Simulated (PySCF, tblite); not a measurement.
# C₆H₁₄NP: geometry, infrared bands and NMR shifts

What infrared bands and NMR shifts should C₆H₁₄NP (`CC/C=P/CN(C)C`) show?

Programs: tblite 0.8.0 and PySCF 2.14.0, with density-fitted response routines of our own. Each step states its level of theory. These are calculated values for one molecule in the gas phase, unless marked as measured. Atoms count from 0, in the outputs and in this text.

## 1. The molecule as given

22 atoms, charge 0, multiplicity 1; geometry from: force field or distance geometry start.

Bonds of the start (Å): C0–C1 1.52, C1–C2 1.46, C2–P3 1.65, P3–C4 1.87, C4–N5 1.44, N5–C6 1.45, N5–C7 1.47, C0–H8 1.13, C0–H9 1.12, C0–H10 1.08, C1–H11 1.10, C1–H12 1.10, C2–H13 1.11, C4–H14 1.11, C4–H15 1.12, C6–H16 1.12, C6–H17 1.10, C6–H18 1.12, C7–H19 1.10, C7–H20 1.12, C7–H21 1.11.

## 2. Geometry optimisation with GFN2-xTB

What the job is given:

```
{"job": {"kind": "relax", "xc": "GFN2-xTB", "basis": "xTB"}, "charge": 0, "multiplicity": 1}
C      3.510000    -0.385600     0.870300
C      3.152900    -0.429700    -0.607800
C      1.850600     0.213700    -0.757300
P      0.581000     0.090000     0.290700
C     -1.062200     0.945200     0.021400
N     -2.036000    -0.011300    -0.441500
C     -3.296300     0.667800    -0.660800
C     -2.185500    -1.080400     0.552600
H      2.550000    -0.633000     1.406500
H      3.721500     0.668800     1.166100
H      4.237800    -1.112700     1.198100
H      3.968100     0.068900    -1.156100
H      3.081500    -1.498200    -0.872600
H      1.676200     0.841500    -1.651600
H     -0.851300     1.780100    -0.685700
H     -1.340800     1.394900     1.005900
H     -3.511100     1.372900     0.177200
H     -3.212300     1.246000    -1.591500
H     -4.143800    -0.065000    -0.739600
H     -1.515800    -1.931700     0.357800
H     -1.948200    -0.671300     1.564800
H     -3.236900    -1.451300     0.552100
```

Started as:

```console
$ OMP_NUM_THREADS=1 python probes_run.py task.json out
```

One launch serves the whole session: the jobs run in the order shown.

**Question.** This job is followed by: GFN2-xTB harmonic vibrations, gas phase; GIAO PBE0/pcSseg-1 NMR shielding, non-relativistic, gas phase. What will the session give for the following? strongest single infrared mode (GFN2-xTB); zero-point energy (GFN2-xTB); 13C shifts against TMS (PBE0/pcSseg-1, means over atoms taken as alike); 1H shifts against TMS (PBE0/pcSseg-1, means over atoms taken as alike); 31P shifts against H3PO4 (PBE0/pcSseg-1); 15N shifts against NH3 (PBE0/pcSseg-1).

As calculated:

| quantity | value |
| --- | --- |
| strongest single infrared mode (GFN2-xTB) | 2855 cm⁻¹, 166 km/mol |
| zero-point energy (GFN2-xTB) | 118.9 kcal/mol |
| 13C shifts against TMS (PBE0/pcSseg-1, means over atoms taken as alike) | 217.5, 61.3, 48.0, 35.7, 15.8 ppm |
| 1H shifts against TMS (PBE0/pcSseg-1, means over atoms taken as alike) | 10.99, 2.74, 2.71, 2.28, 1.47 ppm |
| 31P shifts against H3PO4 (PBE0/pcSseg-1) | 279.7 ppm |
| 15N shifts against NH3 (PBE0/pcSseg-1) | 50.2 ppm |

In words: Relaxing lowered the energy by 1.087 eV in 175 steps; the close pair that moved most is C0–H8, from 1.127 to 1.088 Å. All 60 modes are real, so the xTB geometry is a minimum. The strongest single mode, at 2855 cm⁻¹, moves mainly H20 and H16. Unscaled tight-binding wavenumbers are off by several per cent, some by more. Its intensities can rank the bands wrongly. At PBE0/pcSseg-1: The widest tensor belongs to P3: span 790 ppm, with a paramagnetic part of -932 ppm.
